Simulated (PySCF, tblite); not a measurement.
# C₆H₁₅BN₂: geometry, infrared bands and NMR shifts

What infrared bands and NMR shifts should C₆H₁₅BN₂ (`C=CCC(C)(C)B(N)N`) show?

Programs: tblite 0.8.0 and PySCF 2.14.0, with density-fitted response routines of our own. Each step states its level of theory. These are calculated values for one molecule in the gas phase, unless marked as measured. Atoms count from 0, in the outputs and in this text.

## Step 1: The starting structure

24 atoms, charge 0, multiplicity 1; geometry from: force field or distance geometry start.

Bonds of the start (Å): C0–C1 1.36, C1–C2 1.48, C2–C3 1.51, C3–C4 1.49, C3–C5 1.55, C3–B6 1.58, B6–N7 1.52, B6–N8 1.51, C0–H9 1.09, C0–H10 1.08, C1–H11 1.07, C2–H12 1.09, C2–H13 1.11, C4–H14 1.12, C4–H15 1.12, C4–H16 1.13, C5–H17 1.11, C5–H18 1.10, C5–H19 1.09, N7–H20 1.07, N7–H21 1.05, N8–H22 1.07, N8–H23 1.05.

## Step 2: Geometry optimisation with GFN2-xTB

The job: settings as JSON, then the geometry in Å.

```
{"job": {"kind": "relax", "xc": "GFN2-xTB", "basis": "xTB"}, "charge": 0, "multiplicity": 1}
C      3.192600     0.349700    -0.168000
C      1.946800     0.834100     0.066900
C      1.059000    -0.029900     0.877000
C     -0.213600    -0.418300     0.167100
C     -0.017400    -1.207200    -1.087100
C     -0.902400    -1.406600     1.134500
B     -1.248700     0.769900     0.024600
N     -2.707500     0.358600    -0.003000
N     -0.836600     1.958400    -0.817400
H      3.427800    -0.634200     0.245100
H      3.913400     0.907700    -0.745100
H      1.642000     1.796200    -0.298300
H      1.588500    -0.951300     1.138500
H      0.822600     0.523700     1.812700
H      0.282000    -2.256000    -0.845800
H     -0.954300    -1.272500    -1.692300
H      0.819300    -0.750900    -1.691800
H     -0.561500    -1.245400     2.175700
H     -1.987800    -1.259500     0.999800
H     -0.644700    -2.424500     0.835200
H     -3.277500     0.957100     0.668900
H     -3.079100     0.503600    -0.975200
H     -0.760400     2.830100    -0.199400
H     -1.514300     2.087000    -1.615000
```

Command:

```console
$ OMP_NUM_THREADS=1 python probes_run.py task.json out
```

This one command runs all jobs of the session in turn.

**Question.** This job is followed by: GFN2-xTB harmonic vibrations, gas phase; GIAO PBE0/pcSseg-1 NMR shielding, non-relativistic, gas phase. Predict these results of the whole session: strongest single infrared mode (GFN2-xTB); zero-point energy (GFN2-xTB); ¹³C shifts against TMS (PBE0/pcSseg-1, means over atoms taken as alike); ¹H shifts against TMS (PBE0/pcSseg-1, means over atoms taken as alike); ¹¹B shifts against BF3·OEt2 (PBE0/pcSseg-1); ¹⁵N shifts against NH3 (PBE0/pcSseg-1, means over atoms taken as alike); surface potential, 1st and 99th percentile.

**Answer**, as computed:

| quantity | value |
| --- | --- |
| strongest single infrared mode (GFN2-xTB) | 467 cm⁻¹, 303 km/mol |
| zero-point energy (GFN2-xTB) | 131.1 kcal/mol |
| ¹³C shifts against TMS (PBE0/pcSseg-1, means over atoms taken as alike) | 149.7, 120.4, 54.0, 28.4, 24.5 ppm |
| ¹H shifts against TMS (PBE0/pcSseg-1, means over atoms taken as alike) | 6.24, 5.32, 5.22, 2.21, 1.98, 0.91 ppm |
| ¹¹B shifts against BF3·OEt2 (PBE0/pcSseg-1) | 28.5 ppm |
| ¹⁵N shifts against NH3 (PBE0/pcSseg-1, means over atoms taken as alike) | 64.1 ppm |
| surface potential, 1st and 99th percentile | -0.90 V and 1.52 V |

Over 264 steps the energy fell by 2.605 eV; of the close pairs, B6–N8 changed most, 1.514 to 1.402 Å. All 66 modes are real, so the xTB geometry is a minimum. The strongest single mode, at 467 cm⁻¹, moves mainly H21 and H22. GFN2-xTB is a fitted tight-binding method: band positions and strengths are rough. Its intensities can rank the bands wrongly. At PBE0/pcSseg-1: The widest tensor belongs to C1: span 243 ppm, with a paramagnetic part of -221 ppm.
